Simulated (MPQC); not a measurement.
**C7H16 (3,3-dimethylpentane) at HF/pcseg-1 (Cartesian functions)**

Wanted: a single-point energy of C7H16 (3,3-dimethylpentane). 

The results are computed with MPQC 2.3.1.

3 further runs of the same task are left out: 2 that didn't finish, 1 set aside as unsound or not needed.

### 1 The structure to begin with

C7H16: 23 atoms, total charge 0, spin state singlet. SMILES: `CCC(C)(C)CC`. The shape is that of a PBE0-D4/def2-TZVP optimisation. This is one conformer, not always the lowest.

Some bond lengths: C1–C2 1.520 Å, C2–C3 1.536 Å, C3–C4 1.527 Å, C3–C5 1.527 Å, C3–C6 1.536 Å, C6–C7 1.520 Å, C1–H8 1.092 Å, C1–H9 1.092 Å, C1–H10 1.093 Å, C2–H11 1.095 Å, C2–H12 1.096 Å, C4–H13 1.093 Å, C4–H14 1.094 Å, C4–H15 1.094 Å, C5–H16 1.094 Å, C5–H17 1.093 Å. Some angles: C1–C2–C3 116.2°, C2–C3–C4 108.1°, C2–C3–C5 110.2°, C2–C3–C6 111.9°, C4–C3–C5 108.3°, C4–C3–C6 110.2°, C5–C3–C6 108.1°, C3–C6–C7 116.2°, C1–C2–H11 109.1°, C1–C2–H12 109.2°.

### 2 A single-point energy at HF/pcseg-1 (Cartesian functions)

input.in

```
% emacs should use -*- KeyVal -*- mode
molecule<Molecule>: (
   symmetry = auto
   unit = bohr
   { atoms geometry } = {
      C  [ -1.35739028     2.30508793     3.24541565 ]
      C  [ 0.91406053     1.00249971     2.06660449 ]
      C  [ 0.68049038     0.31388351    -0.74417415 ]
      C  [ 3.08478893    -1.07582108    -1.52841049 ]
      C  [ 0.45372324     2.70646576    -2.34099272 ]
      C  [ -1.64859707    -1.33981582    -1.26309294 ]
      C  [ -1.83416818    -3.77680663     0.24434159 ]
      H  [ -1.81772756     4.07387158     2.28600169 ]
      H  [ -0.98549217     2.75918911     5.22471479 ]
      H  [ -3.04151420     1.11115896     3.19684969 ]
      H  [ 1.33962685    -0.71771798     3.13637845 ]
      H  [ 2.58023205     2.21570388     2.27919868 ]
      H  [ 3.39168045    -2.77657459    -0.39854324 ]
      H  [ 4.73962209     0.13776103    -1.28236815 ]
      H  [ 3.00277481    -1.63631385    -3.51640237 ]
      H  [ 2.05942353     3.96823589    -2.01936134 ]
      H  [ -1.27480924     3.75280711    -1.91561537 ]
      H  [ 0.41347208     2.23686881    -4.35336207 ]
      H  [ -3.35029545    -0.20824782    -0.93446957 ]
      H  [ -1.66144721    -1.78824783    -3.28604476 ]
      H  [ -1.95586654    -3.41983737     2.27447436 ]
      H  [ -3.52301641    -4.83467532    -0.29404138 ]
      H  [ -0.20957063    -5.00928601    -0.07691185 ]
   }
)
basis<GaussianBasisSet>: (
   name = "pcseg-1"
   molecule = $:molecule
   basisdir = "."
   puream = no
)
mpqc: (
   checkpoint = no
   savestate = no
   restart = no
   do_energy = yes
   do_gradient = no
   optimize = no
   mole<CLHF>: (
      molecule = $:molecule
      basis = $:basis
      total_charge = 0
      memory = 1000000000
      print_evals = yes
      print_npa = yes
      maxiter = 65
      extrap<DIIS>: (
         n = 2
         start = 1
      )
      guess_wavefunction<CLHF>: (
         molecule = $:molecule
         total_charge = 0
         memory = 1000000000
         value_accuracy = 1e-3
         basis<GaussianBasisSet>: (
            name = "STO-3G"
            molecule = $:molecule
         )
      )
   )
)
```

The basis set pcseg-1 is read from a file made from the Basis Set Exchange's data (not shown).

Command:

```
$ mpqc -o input.out input.in
```

What values should one expect? Wanted: total energy; HOMO energy; LUMO energy; HOMO–LUMO gap.

**Answer.** As computed:

Level: HF/pcseg-1 (Cartesian functions).

| quantity | value |
| --- | --- |
| total energy | -274.32868 Eh |
| HOMO energy | -11.81 eV |
| LUMO energy | 4.28 eV |
| HOMO–LUMO gap | 16.09 eV |
